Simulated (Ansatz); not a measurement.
# Ni16H4C: the cost of one run

Program: Ansatz 0.2.0. Level of theory: DFT r2SCAN+rVV10, scalar-relativistic, plane waves, PAW. These are calculated values, not measurements.

**1. The starting structure**

Symmetry: P3, No. 143, trigonal system. The conventional cell has a = 4.984 Å, b = 4.984 Å, c = 26.104 Å, α = 90.00°, β = 90.00°, γ = 120.00°. Ni (site symmetry 1) is surrounded by 9 Ni at 2.49 Å. Ni (site symmetry 3) is surrounded by 9 Ni at 2.49 Å. Around Ni (site symmetry 3) lie 12 Ni at 2.49 Å. Ni (site symmetry 1) has 12 Ni at 2.49 Å as nearest neighbours. Only part of the 11 independent sites is listed.

As a file:

```cif
data_structure
_symmetry_space_group_name_H-M 'P3'
_symmetry_Int_Tables_number 143
_cell_length_a 4.9837
_cell_length_b 4.9837
_cell_length_c 26.1037
_cell_angle_alpha 90.000
_cell_angle_beta 90.000
_cell_angle_gamma 120.000
_cell_volume 561.48
loop_
_atom_site_label
_atom_site_type_symbol
_atom_site_symmetry_multiplicity
_atom_site_Wyckoff_symbol
_atom_site_fract_x
_atom_site_fract_y
_atom_site_fract_z
_atom_site_occupancy
Ni1 Ni 3 d 0.66667 0.83333 0.38309 1
Ni2 Ni 1 c 0.66667 0.33333 0.38309 1
Ni3 Ni 1 a 0.00000 0.00000 0.46103 1
Ni4 Ni 3 d 0.50000 0.00000 0.46103 1
Ni5 Ni 3 d 0.83333 0.16667 0.53897 1
Ni6 Ni 1 b 0.33333 0.66667 0.53897 1
Ni7 Ni 3 d 0.66667 0.83333 0.61691 1
Ni8 Ni 1 c 0.66667 0.33333 0.61691 1
C1 C 1 a 0.00000 0.00000 0.77781 1
H1 H 1 a 0.00000 0.00000 0.81976 1
H2 H 3 d 0.20715 0.00000 0.76383 1
```

**2. Single point: Ni16H4C slab**

A dipole layer in the vacuum cancels the field that periodic copies would set up if the slab's two faces differ.

Input file input.yaml:

```yaml
crystal:
  lattice:
    - [4.9836885938, 0.0, 0.0]
    - [2.4918442969, 4.3160009268, 0.0]
    - [0.0, 0.0, 26.1037470459]
  atoms:
    - { symbol: Ni, position: [0.0, 0.0, 0.3830867646], spin: 0.6 }
    - { symbol: Ni, position: [0.5, 0.0, 0.3830867646], spin: 0.6 }
    - { symbol: Ni, position: [0.0, 0.5, 0.3830867646], spin: 0.6 }
    - { symbol: Ni, position: [0.5, 0.5, 0.3830867646], spin: 0.6 }
    - { symbol: Ni, position: [0.1666666667, 0.1666666667, 0.4610289215], spin: 0.6 }
    - { symbol: Ni, position: [0.6666666667, 0.1666666667, 0.4610289215], spin: 0.6 }
    - { symbol: Ni, position: [0.1666666667, 0.6666666667, 0.4610289215], spin: 0.6 }
    - { symbol: Ni, position: [0.6666666667, 0.6666666667, 0.4610289215], spin: 0.6 }
    - { symbol: Ni, position: [-0.1666666667, 0.3333333333, 0.5389710785], spin: 0.6 }
    - { symbol: Ni, position: [0.3333333333, 0.3333333333, 0.5389710785], spin: 0.6 }
    - { symbol: Ni, position: [-0.1666666667, 0.8333333333, 0.5389710785], spin: 0.6 }
    - { symbol: Ni, position: [0.3333333333, 0.8333333333, 0.5389710785], spin: 0.6 }
    - { symbol: Ni, position: [0.0, 0.0, 0.6169132354], spin: 0.6 }
    - { symbol: Ni, position: [0.5, 0.0, 0.6169132354], spin: 0.6 }
    - { symbol: Ni, position: [0.0, 0.5, 0.6169132354], spin: 0.6 }
    - { symbol: Ni, position: [0.5, 0.5, 0.6169132354], spin: 0.6 }
    - { symbol: C, position: [0.1666666667, 0.1666666667, 0.7778096765] }
    - { symbol: H, position: [0.1666666667, 0.1666666667, 0.8197576773] }
    - { symbol: H, position: [0.3738156449, 0.1666666667, 0.7638270096] }
    - { symbol: H, position: [-0.0404828973, 0.3738150591, 0.7638270096] }
    - { symbol: H, position: [0.1666690096, -0.040483483, 0.7638270096] }
magnetization:
  spin_polarized: true
scf:
  occupations: { method: gaussian, width: 0.1 }
output:
  forces: true
  populations: true
hamiltonian:
  xc: r2scan
  dispersion: rvv10
kpoints:
  mp_grid: { grid: [6, 6, 1] }
efield:
  axis: 3
  dipole_correction: true
```

On the command line:

```console
$ ansatz run input.yaml --threads 8 --pin off --max-ram 15360MiB --backend cpu --events-out ev --progress --plain --runs-dir out
```

Q: Estimate wall time and peak memory on 8 threads of Arm Neoverse V1, shared host.

About 3.8 min, with a peak of 6.4 GiB.
